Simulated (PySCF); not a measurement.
# C3H8GaNS: magnetic properties

What do calculations give for the magnetic properties of C3H8GaNS (`CC#[N+][GaH2-][S]C`)?

Programs: PySCF 2.14.0, with routines of our own; each step states its level. All values are computed. Atoms count from 0.

## (1) The system as given

14 atoms, charge 0, multiplicity 1; geometry from: GFN2-xTB.

## (2) Magnetic properties: GIAO CAM-B3LYP/pcSseg-1

What the job is given:

```
{"job": {"kind": "mag", "xc": "CAM-B3LYP", "basis": "pcSseg-1", "isotopologues": 2}, "charge": 0, "multiplicity": 1}
C     -3.058305    -0.035132     0.818531
C     -1.964050     0.174119    -0.066805
N     -1.079714     0.330882    -0.784253
Ga     0.715520     1.289914    -1.265999
S      1.757266     1.243976     0.713025
C      2.926004    -0.140022     0.401266
H     -3.511821    -1.007706     0.627748
H     -2.698552     0.004160     1.847248
H     -3.800456     0.748571     0.666456
H      0.002263     2.592339    -1.711445
H      1.249417     0.287653    -2.320230
H      2.774849    -0.551109    -0.598542
H      2.751057    -0.905564     1.150940
H      3.935843     0.247470     0.499893
```

Method: GIAO CAM-B3LYP/pcSseg-1 magnetisability, rotational g tensor and spin-rotation constants, non-relativistic, gas phase.

Run with:

```
OMP_NUM_THREADS=1 python excited_run.py task.json out
```

One launch serves the whole session: the jobs run in the order shown.

The program printed:

```text
coarse grid: 54168 points
cycle   1  E = -2496.6293520665  dE = -3.511e-02  |g| = 1.017e+00  |ddm| = 3.362e+00
cycle   2  E = -2496.5589349242  dE =  7.042e-02  |g| = 1.221e+00  |ddm| = 1.136e+00
cycle   3  E = -2496.7356768001  dE = -1.767e-01  |g| = 2.156e-01  |ddm| = 6.431e-01
cycle   4  E = -2496.7437715534  dE = -8.095e-03  |g| = 8.901e-02  |ddm| = 1.499e-01
cycle   5  E = -2496.7451191129  dE = -1.348e-03  |g| = 7.630e-03  |ddm| = 5.440e-02
cycle   6  E = -2496.7451326506  dE = -1.354e-05  |g| = 3.749e-03  |ddm| = 1.316e-02
cycle   7  E = -2496.7451358785  dE = -3.228e-06  |g| = 5.893e-04  |ddm| = 4.849e-03
final grid: 112632 points
cycle   8  E = -2496.7451545865  dE = -4.971e-08  |g| = 6.185e-04  |ddm| = 1.531e-03
cycle   9  E = -2496.7451544687  dE =  1.178e-07  |g| = 9.938e-04  |ddm| = 9.207e-04
cycle  10  E = -2496.7451546684  dE = -1.997e-07  |g| = 1.186e-04  |ddm| = 5.518e-04
cycle  11  E = -2496.7451546714  dE = -2.999e-09  |g| = 2.194e-05  |ddm| = 9.000e-05
cycle  12  E = -2496.7451546715  dE = -1.464e-10  |g| = 6.396e-06  |ddm| = 3.737e-05
converged SCF energy = -2496.7451546715

Magnetisability tensor (1e-30 J/T^2)
    -1554.54       18.58       89.02
       18.58    -1421.80       21.87
       89.02       21.87    -1380.96
isotropic -1452.43   principal values   -1592.52  -1429.99  -1334.78
isotropic susceptibility -87.468 1e-6 cm^3/mol

Inertial axes            a          b          c
rot. const./GHz      2.6974     1.0169     0.8232
chi total           -93.554    -83.553    -85.296
chi diamagnetic    -550.787  -1295.752  -1550.487
chi paramagnetic    457.233   1212.200   1465.190
quadrupole/D A       24.974    -11.874    -13.100
g nuclear            0.5652     0.5794     0.5678
g electronic        -0.5794    -0.5791    -0.5666
g total             -0.0142     0.0002     0.0011

Spin-rotation constants (kHz, H = +C I.J)
atom  isotope        aa         bb         cc
  2    14N        0.209      0.145      0.164
  3   69Ga        5.147      1.711      1.480
  6     1H       -0.197     -0.114     -0.022
  7     1H       -0.289     -0.005     -0.081
  8     1H       -0.193     -0.092     -0.041
  9     1H       -0.184     -0.033     -0.015
 10     1H       -0.188     -0.063      0.004
 11     1H       -0.265     -0.037     -0.038
 12     1H       -0.238      0.005     -0.076
 13     1H        0.076     -0.100     -0.086
  0    13C*       0.296      0.116      0.097
  1    13C*       0.451      0.347      0.367
  4    33S*       0.426      0.186      0.160
  5    13C*       0.418      0.151      0.111
* in the singly substituted isotopologue

Isotopologues: g along a, b, c
2H    at 6,7,8,9,10,11,    -0.0125     0.0001     0.0009
13C   at 0                 -0.0142     0.0001     0.0010
```

Run time: 38 s. Hardware: 1 thread of Arm Neoverse V1, shared host; peak memory 0.89 GiB.

Key values:

```csv
quantity,value
magnetisability,-1452·10⁻³⁰ J/T²
molar susceptibility,-87.5·10⁻⁶ cm³/mol
"rotational g (a, b, c)","-0.0142, 0.0002, 0.0011"
```

## (3) Magnetic properties: GIAO OLYP/def2-SVP

The job, as its differences from that of step 2:

```diff
@@ -1,2 +1,2 @@
-{"job": {"kind": "mag", "xc": "CAM-B3LYP", "basis": "pcSseg-1", "isotopologues": 2}, "charge": 0, "multiplicity": 1}
+{"job": {"kind": "mag", "xc": "OLYP", "basis": "def2-SVP"}, "charge": 0, "multiplicity": 1}
 C     -3.058305    -0.035132     0.818531
```

Level: GIAO OLYP/def2-SVP magnetisability, rotational g tensor and spin-rotation constants, non-relativistic, gas phase.

The program printed:

```text
coarse grid: 54168 points
cycle   1  E = -2496.8326354907  dE = -1.556e-01  |g| = 6.282e-01  |ddm| = 3.918e+00
cycle   2  E = -2496.5725614707  dE =  2.601e-01  |g| = 1.248e+00  |ddm| = 1.901e+00
cycle   3  E = -2496.8858802719  dE = -3.133e-01  |g| = 4.047e-01  |ddm| = 1.352e+00
cycle   4  E = -2496.9211281427  dE = -3.525e-02  |g| = 8.184e-02  |ddm| = 3.273e-01
cycle   5  E = -2496.9226684813  dE = -1.540e-03  |g| = 2.696e-02  |ddm| = 1.282e-01
cycle   6  E = -2496.9229090755  dE = -2.406e-04  |g| = 6.081e-03  |ddm| = 4.553e-02
cycle   7  E = -2496.9229189740  dE = -9.899e-06  |g| = 1.199e-03  |ddm| = 9.970e-03
final grid: 112632 points
cycle   8  E = -2496.9229208295  dE =  9.487e-07  |g| = 2.286e-03  |ddm| = 5.928e-03
cycle   9  E = -2496.9229131609  dE =  7.669e-06  |g| = 6.081e-03  |ddm| = 8.516e-03
cycle  10  E = -2496.9229219330  dE = -8.772e-06  |g| = 1.233e-03  |ddm| = 5.265e-03
cycle  11  E = -2496.9229223361  dE = -4.030e-07  |g| = 1.338e-04  |ddm| = 1.433e-03
cycle  12  E = -2496.9229223409  dE = -4.804e-09  |g| = 1.710e-05  |ddm| = 1.444e-04
cycle  13  E = -2496.9229223409  dE = -6.457e-11  |g| = 3.970e-06  |ddm| = 2.120e-05
converged SCF energy = -2496.9229223409

Magnetisability tensor (1e-30 J/T^2)
    -1502.76       12.52       84.67
       12.52    -1379.07       20.30
       84.67       20.30    -1346.91
isotropic -1409.58   principal values   -1539.98  -1386.29  -1302.47
isotropic susceptibility -84.887 1e-6 cm^3/mol

Inertial axes            a          b          c
rot. const./GHz      2.6974     1.0169     0.8232
chi total           -90.542    -81.379    -82.740
chi diamagnetic    -547.518  -1293.837  -1548.812
chi paramagnetic    456.977   1212.458   1466.072
quadrupole/D A       23.306    -11.244    -12.062
g nuclear            0.5652     0.5794     0.5678
g electronic        -0.5791    -0.5792    -0.5670
g total             -0.0139     0.0001     0.0008

Spin-rotation constants (kHz, H = +C I.J)
atom  isotope        aa         bb         cc
  2    14N        0.193      0.130      0.145
  3   69Ga        4.629      1.468      1.294
  6     1H       -0.198     -0.116     -0.022
  7     1H       -0.294     -0.004     -0.082
  8     1H       -0.194     -0.093     -0.041
  9     1H       -0.177     -0.031     -0.012
 10     1H       -0.182     -0.062      0.006
 11     1H       -0.263     -0.034     -0.037
 12     1H       -0.240      0.007     -0.077
 13     1H        0.083     -0.102     -0.087
  0    13C*       0.261      0.102      0.085
  1    13C*       0.431      0.300      0.311
  4    33S*       0.425      0.184      0.164
  5    13C*       0.391      0.145      0.103
* in the singly substituted isotopologue
```

It took 25 s on 1 thread of Arm Neoverse V1, shared host; peak memory 0.57 GiB.

In short:

```csv
quantity,value
magnetisability,-1410·10⁻³⁰ J/T²
molar susceptibility,-84.9·10⁻⁶ cm³/mol
"rotational g (a, b, c)","-0.0139, 0.0001, 0.0008"
```

## (4) Magnetic properties: GIAO OLYP/cc-pVDZ

The job, as its differences from that of step 3:

```diff
@@ -1,2 +1,2 @@
-{"job": {"kind": "mag", "xc": "OLYP", "basis": "def2-SVP"}, "charge": 0, "multiplicity": 1}
+{"job": {"kind": "mag", "xc": "OLYP", "basis": "cc-pVDZ"}, "charge": 0, "multiplicity": 1}
 C     -3.058305    -0.035132     0.818531
```

Method: GIAO OLYP/cc-pVDZ magnetisability, rotational g tensor and spin-rotation constants, non-relativistic, gas phase.

The program printed:

```text
coarse grid: 54168 points
cycle   1  E = -2497.3133753766  dE = -6.928e-02  |g| = 5.314e-01  |ddm| = 7.380e+00
cycle   2  E = -2497.0683280501  dE =  2.450e-01  |g| = 1.128e+00  |ddm| = 2.916e+00
cycle   3  E = -2497.3685895798  dE = -3.003e-01  |g| = 3.456e-01  |ddm| = 1.842e+00
cycle   4  E = -2497.3953393545  dE = -2.675e-02  |g| = 7.676e-02  |ddm| = 5.610e-01
cycle   5  E = -2497.3969782930  dE = -1.639e-03  |g| = 2.379e-02  |ddm| = 2.148e-01
cycle   6  E = -2497.3971713865  dE = -1.931e-04  |g| = 5.431e-03  |ddm| = 5.873e-02
cycle   7  E = -2497.3971795224  dE = -8.136e-06  |g| = 9.863e-04  |ddm| = 1.240e-02
final grid: 112632 points
cycle   8  E = -2497.3973019115  dE =  5.478e-07  |g| = 1.958e-03  |ddm| = 6.881e-03
cycle   9  E = -2497.3972951638  dE =  6.748e-06  |g| = 5.792e-03  |ddm| = 8.973e-03
cycle  10  E = -2497.3973026952  dE = -7.531e-06  |g| = 7.923e-04  |ddm| = 6.673e-03
cycle  11  E = -2497.3973028476  dE = -1.524e-07  |g| = 6.026e-05  |ddm| = 1.404e-03
cycle  12  E = -2497.3973028487  dE = -1.055e-09  |g| = 1.496e-05  |ddm| = 1.561e-04
cycle  13  E = -2497.3973028488  dE = -8.959e-11  |g| = 3.443e-06  |ddm| = 4.375e-05
converged SCF energy = -2497.3973028488

Magnetisability tensor (1e-30 J/T^2)
    -1501.37       18.33       85.97
       18.33    -1381.09       18.57
       85.97       18.57    -1338.88
isotropic -1407.11   principal values   -1539.00  -1387.40  -1294.95
isotropic susceptibility -84.738 1e-6 cm^3/mol

Inertial axes            a          b          c
rot. const./GHz      2.6974     1.0169     0.8232
chi total           -90.358    -80.922    -82.936
chi diamagnetic    -547.116  -1293.638  -1548.504
chi paramagnetic    456.759   1212.716   1465.568
quadrupole/D A       23.138    -11.067    -12.071
g nuclear            0.5652     0.5794     0.5678
g electronic        -0.5788    -0.5794    -0.5668
g total             -0.0136    -0.0000     0.0010

Spin-rotation constants (kHz, H = +C I.J)
atom  isotope        aa         bb         cc
  2    14N        0.192      0.129      0.144
  3   69Ga        4.223      1.401      1.237
  6     1H       -0.197     -0.115     -0.021
  7     1H       -0.293     -0.002     -0.082
  8     1H       -0.193     -0.092     -0.040
  9     1H       -0.175     -0.031     -0.012
 10     1H       -0.179     -0.061      0.006
 11     1H       -0.263     -0.032     -0.037
 12     1H       -0.238      0.008     -0.076
 13     1H        0.086     -0.102     -0.086
  0    13C*       0.259      0.102      0.086
  1    13C*       0.428      0.299      0.310
  4    33S*       0.432      0.191      0.164
  5    13C*       0.385      0.144      0.101
* in the singly substituted isotopologue
```

Wall time 29 s (1 thread of Arm Neoverse V1, shared host); peak memory 0.61 GiB.

Key values:

```csv
quantity,value
magnetisability,-1407·10⁻³⁰ J/T²
molar susceptibility,-84.7·10⁻⁶ cm³/mol
"rotational g (a, b, c)","-0.0136, 0.0000, 0.0010"
```

## (5) The levels compared

```csv
level,ξ (10⁻³⁰ J/T²),g(a),g(b),gap (eV),functions,time
GIAO CAM-B3LYP/pcSseg-1,-1452,-0.0142,0.0002,7.68,173,38 s
GIAO OLYP/def2-SVP,-1410,-0.0139,0.0001,3.01,146,25 s
GIAO OLYP/cc-pVDZ,-1407,-0.0136,0.0000,3.11,141,29 s
```

## (6) Summary of results

```
                                                quantity                      value
       magnetisability (step 2, GIAO CAM-B3LYP/pcSseg-1)           -1452·10⁻³⁰ J/T²
  molar susceptibility (step 2, GIAO CAM-B3LYP/pcSseg-1)         -87.5·10⁻⁶ cm³/mol
rotational g (a, b, c) (step 2, GIAO CAM-B3LYP/pcSseg-1)    -0.0142, 0.0002, 0.0011
                         magnetisability over the levels  -1452 to -1407·10⁻³⁰ J/T²
```

In words: Steps that list no spin-orbit terms leave them out, which matters at and beside the heavy atoms. The geometry comes from tight binding, which is rough for metal atoms, and these values hang on it. The magnetisability spreads by 3.2 % over 3 levels, from GIAO CAM-B3LYP/pcSseg-1 (38 s) to GIAO OLYP/cc-pVDZ (29 s); the runs took 25 s to 38 s. Vibrational averaging and real surroundings are missing from these values.
